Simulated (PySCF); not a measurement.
# [HoBr2]+: other functionals and bases at one geometry

The task here is to estimate one member of a computed series from the others.

Method: several levels, as the steps say, no spin–orbit coupling; program: PySCF 2.14.0.

1 further run of the same task is left out (for a known fault of the program).

### The system as given

3 atoms, charge 1, spin multiplicity 1.

Bond lengths: Ho1–Br2 2.510 Å, Ho1–Br3 2.510 Å. Angles: Br2–Ho1–Br3 111.6°.

Geometry (Å):

```xyz
3
charge 1, multiplicity 1
Ho    0.00000    0.00000   -0.74088
Br    2.07628    0.00000    0.66959
Br   -2.07628    0.00000    0.66959
```

Formal oxidation states: Ho +3. Each metal's 10 4f electrons lie in its core potential, so multiplicities, spins and levels count the valence alone. An earlier session relaxed this geometry at PBE0, Ho lcecp-1-SVP with ECP56, Br def2-SVP (singlet, point group C2v).

At PBE0 on the finer grid: E = -5184.637897 Eh, HOMO -13.02 eV, LUMO -8.03 eV, Mulliken charge on Ho1 +1.25 e, largest force component 0.029 eV/Å. 

Levels to run: TPSSh; wB97X; PBE0, TZVP. Hardware: 2 threads of Arm Neoverse V1, shared host.

The first run:

run.py (the lines that set the calculation) reads:

```python
mol = gto.M(atom='''
Ho     0.00000     0.00000    -0.74088
Br     2.07628     0.00000     0.66959
Br    -2.07628     0.00000     0.66959''',
    basis={'Ho': 'lcecp-1-SVP', 'Br': 'def2-SVP'},
    ecp={'Ho': 'lcecp-1-SVP'},
    charge=1, spin=0)
mf = dft.RKS(mol, xc='TPSSH')
mf.grids.atom_grid = (75, 302)  # f atoms: unpruned, at least (60, 302)
mf = mf.density_fit()  # fitting sets: Ho AutoAux, Br def2-universal-JKFIT
mf.conv_tol = 1e-08; mf.max_cycle = 55
mf.kernel(dm0)  # dm0: the density of the relaxed state
```

On the command line:

```sh
> OMP_NUM_THREADS=2 python run.py
```

Among the steps run: TPSSh; wB97X; PBE0, TZVP.

One of the session's tables, all rows but one given; the rest of the session is left out.

| level | HOMO (eV) | gap (eV) | charge on Ho1 (e) | dipole (D) | largest force component (eV/Å) |
| --- | --- | --- | --- | --- | --- |
| PBE0 (relaxed here) | -13.02 | 4.99 | 1.25 | 7.02 | 0.03 |
| TPSSh | -12.40 | 4.13 | 1.26 | 6.96 | 0.19 |
| wB97X | ? | ? | ? | ? | ? |
| PBE0, TZVP | -12.96 | 5.03 | 1.53 | 6.89 | 0.09 |

**Question.** Estimate the row for wB97X.

**Answer.** HOMO (eV): -15.21; gap (eV): 9.21; charge on Ho1 (e): 1.29; dipole (D): 7.52; largest force component (eV/Å): 0.06. In the column «HOMO (eV)» it is the lowest.

The dipole of a charged species depends on the origin, so these sizes hold for this origin alone.

In one basis the HOMO–LUMO gap runs from 4.13 eV (TPSSh) to 9.21 eV (wB97X). The largest leftover force, 0.19 eV/Å with TPSSh, stands at a geometry relaxed at another level. With 4f in the core, its levels are missing from HOMO and gap, and its count is fixed, so no charge can pass from the ligands into it. Total energies of different levels can't be compared.
